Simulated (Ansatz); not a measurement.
Si, space group P6/mmm, a convergence test of the plane-wave cutoff

With Ansatz 0.2.0, Python API.

The cells in order, each with its output:

In [1]:
```python
import warnings

import ansatz as az
```

In [2]:
```python
warnings.simplefilter("ignore", az.DeckWarning)
```

In [3]:
```python
lattice = az.Lattice.of(
    (2.527, 0.0, 0.0),
    (-1.2635, 2.188446, 0.0),
    (0.0, 0.0, 2.373),
)
sites = [
    ("Si", (0.0, 0.0, 0.0)),
]
structure = az.Crystal(lattice=lattice)
for symbol, position in sites:
    structure = structure.atom(symbol, position)

len(structure.resolved().sites)
```
Out [3]:
```text
1
```

In [4]:
```python
job = (
    structure.calculation()
    .functional(az.Functional.R2SCAN)
    .kpoints(6)
    .occupations("fermi_dirac", width=10 * az.meV)
    .mixing("msr1", ndim=4, beta=0.6)
    .eigensolver("auto", mixed_precision=False)
    .scf(tolerance=1e-09, extra_bands=12)
)
```

In [5]:
```python
rows = []
for value in [250, 325, 400, 475]:
    data = job.basis(value).run().report
    rows.append((value, data["free_energy_ev"] / len(data["lattice"]["sites"]), data["n_iterations"], data["n_pw"]))

print(" cutoff (eV)   F/atom (eV)    iterations   plane waves")
for row in rows:
    print(f"{str(row[0]):>12s}  {row[1]:12.5f}  {row[2]:12d}  {row[3]:12d}")
```
```text
 cutoff (eV)   F/atom (eV)    iterations   plane waves
         250    -638.41719             6           133
         325    -638.47737             6           163
         400    -638.48910             6           229
         475    -638.48977             6           315
```

In [6]:
```python
# differences from the last row
for row in rows[:-1]:
    shift = 1000 * (row[1] - rows[-1][1])
    print(f"{row[0]}: {shift:+.2f} meV/atom" + ("  (within 1 meV)" if abs(shift) < 1 else ""))
```
```text
250: +72.58 meV/atom
325: +12.41 meV/atom
400: +0.67 meV/atom  (within 1 meV)
```

For a metal this k-point mesh is coarse: on a finer one energies can move by several to tens of meV an atom and pressures by half a GPa or more, differences at one mesh by less. This isn't the structure that Si takes at ambient conditions. Shifts are counted from the last row, which is itself no proven limit. The script silences the warnings on its input, which a real study should read. Hardware and time: 2.4 s on 1 thread of Arm Neoverse V2 (shared host), peak memory 0.3 GiB.
